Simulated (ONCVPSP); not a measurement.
# Pd: generating and testing an ONCV potential

Aim: build the potential from the settings below, then test how well it stands in for the atom: other configurations, scattering, ghost states and the plane-wave cutoff that it needs.

Program: ONCVPSP 4.0.1. Reference atom: PBE, fully relativistic, spherical and spin-unpolarised. All values are calculated.

### 1 Starting point

The settings as typed:

| Item | Value |
| --- | --- |
| element | palladium (Pd, Z = 46) |
| type | optimised norm-conserving Vanderbilt (ONCV) |
| frozen core | [Ar] 3d10 |
| valence charge | 18 |
| reference configuration | 4s2 4p6 4d10 |
| partial waves | 4s: rc 1.50 bohr, ncon 5, nbas 8, qcut 8.7 1/bohr, 1 projector; 4p: rc 1.30 bohr, ncon 5, nbas 8, qcut 12 1/bohr, 2 projectors, debl 0.4 Ha; 4d: rc 1.90 bohr, ncon 4, nbas 9, qcut 7.4 1/bohr, 2 projectors, debl 0.9 Ha |
| local potential | polynomial inside 1.10 bohr (lpopt 5, dvloc0 3 Ha) |
| core correction | Teter function, fcfact 2.25, rcfact 1.7 |

The nodes and maxima of the atom's own shells, from an earlier all-electron run, set the scale for the radii.

All-electron outer shells of the reference configuration (PBE, scalar-relativistic, ld1.x):

```csv
shell,level (eV),outermost node (bohr),outermost maximum (bohr)
4s,-85.33,0.45,0.85
4p,-51.20,0.46,0.91
4d,-4.05,0.45,1.10
5s,-3.32,1.15,2.67
5p,-0.31,1.32,4.52
```

### 2 Generation

Pd.dat

```
# ATOM AND REFERENCE CONFIGURATION
# atsym  z   nc   nv     iexc    psfile
  Pd 46.00    6    3        4      upf
#
#   n    l    f
    1    0    2.00
    2    0    2.00
    2    1    6.00
    3    0    2.00
    3    1    6.00
    3    2   10.00
    4    0    2.00
    4    1    6.00
    4    2   10.00
#
# PSEUDOPOTENTIAL AND OPTIMIZATION
# lmax
    2
#
#   l,   rc,      ep,       ncon, nbas, qcut
    0    1.50    0.00    5    8    8.70
    1    1.30    0.00    5    8   12.00
    2    1.90    0.00    4    9    7.40
#
# LOCAL POTENTIAL
# lloc, lpopt,  rc(5),   dvloc0
    4    5    1.10    3.00
#
# VANDERBILT-KLEINMAN-BYLANDER PROJECTORs
# l, nproj, debl
    0    1    0.90
    1    2    0.40
    2    2    0.90
#
# MODEL CORE CHARGE
# icmod, fcfact, rcfact
    3    2.25    1.70
#
# LOG DERIVATIVE ANALYSIS
# epsh1, epsh2, depsh
   -5.00    5.00    0.04
#
# OUTPUT GRID
# rlmax, drl
    6.00    0.01
#
# TEST CONFIGURATIONS
# ncnf
    4
# nvcnf
#   n    l    f
    3
    4    0    2.00
    4    1    6.00
    4    2    9.00
#
    3
    4    0    2.00
    4    1    6.00
    4    2    8.00
#
    3
    4    0    2.00
    4    1    6.00
    4    2    7.00
#
    3
    4    0    2.00
    4    1    6.00
    4    2    6.00
#
```

Started as:

```console
$ oncvpspr.x < Pd.dat > Pd.out
```

Q: Predict the outcome of this session. Wanted: cutoffs for 1 and 0.1 mHa per electron, occupied waves; bound ghosts; GHOST(+) flags; largest test error; largest phase difference near zero energy, channels read; rms error of d²Exc/dn², without and with the model core; projector energies reset by the program.

As calculated:

| quantity | value |
| --- | --- |
| cutoffs for 1 and 0.1 mHa per electron, occupied waves | 51 Ha and 60 Ha |
| bound ghosts | d3/2 at -7339.56 eV |
| GHOST(+) flags | d5/2 at 906 eV |
| largest test error (AE − PS) | +9.4 meV, for 4s2 4p6 4d8 (2 tests unsolved) |
| largest phase difference near zero energy, channels read | 0.051 rad |
| rms error of d²Exc/dn², without and with the model core | 8.53 and 3.96 mHa |
| projector energies reset by the program | p: -1.830, 0.250 Ha |

What this shows: A bound ghost (d3/2) makes it unfit for use: electrons can fall into a state that the atom doesn't have. By total energies transferability is good where solved: the largest error is 9.4 meV on 29.9 eV, for 4s2 4p6 4d8. Atomic tests can pass in spite of a ghost, since they solve only for the levels asked. Of the tests 2 gave no usable energy difference, which is a warning in itself. It counts as hard, with 51 Ha needed at the looser tolerance. At the looser tolerance the 4p wave is the slowest; 4s needs 31 Ha. Of the channels read, s scatters worst near zero energy, by up to 0.05 rad. The program also flags highly localised states, GHOST(+) (d5/2). These are tests on the free atom; a crystal test is still owed.
